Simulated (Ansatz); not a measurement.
# MoN: the cost of one run

Method: def2-QZVPP, core rule «outside noble gas», up to 5 orbitals frozen; program: Ansatz 0.2.0, Gaussian basis.

To be run: UHF; ROHF; CCSD(T) on UHF.

2 further runs of the same task are left out: 2 set aside as unsound or not needed.

**1. The system**

The geometry is a PBE0/def2-TZVP stationary point (not a proven minimum). No spin-orbit coupling is included. Elements past krypton take def2 core potentials.

2 atoms, charge 0, spin multiplicity 2.

Atoms are counted from 1 here; the program's logs count them from 0.

Bond lengths: Mo1–N2 1.602 Å.

**2. UHF**

in.yaml

```yaml
crystal:
  periodic: [false, false, false]
  atoms:
    - {symbol: Mo, position_ang: [0.000000, 0.000000, 0.000000]}
    - {symbol: N, position_ang: [0.000000, 0.000000, 1.601800]}
basis:
  gaussian: {orbitals: "def2-QZVPP.json"}
magnetization: {spin_polarized: true, initial_magnetization: 1}
hamiltonian: {xc: hf}
output: {orbitals: {seedname: orbitals}}
```

The run is started by

```sh
$ ansatz run in.yaml --threads 1 --pin off --events-out ev --progress --plain --max-ram 4096MiB --backend cpu
```

**Question.** How long does this run take on 1 thread of AMD EPYC 7R13, shared host, and how much memory does it need?

About 25 s, with a peak of 0.29 GiB.
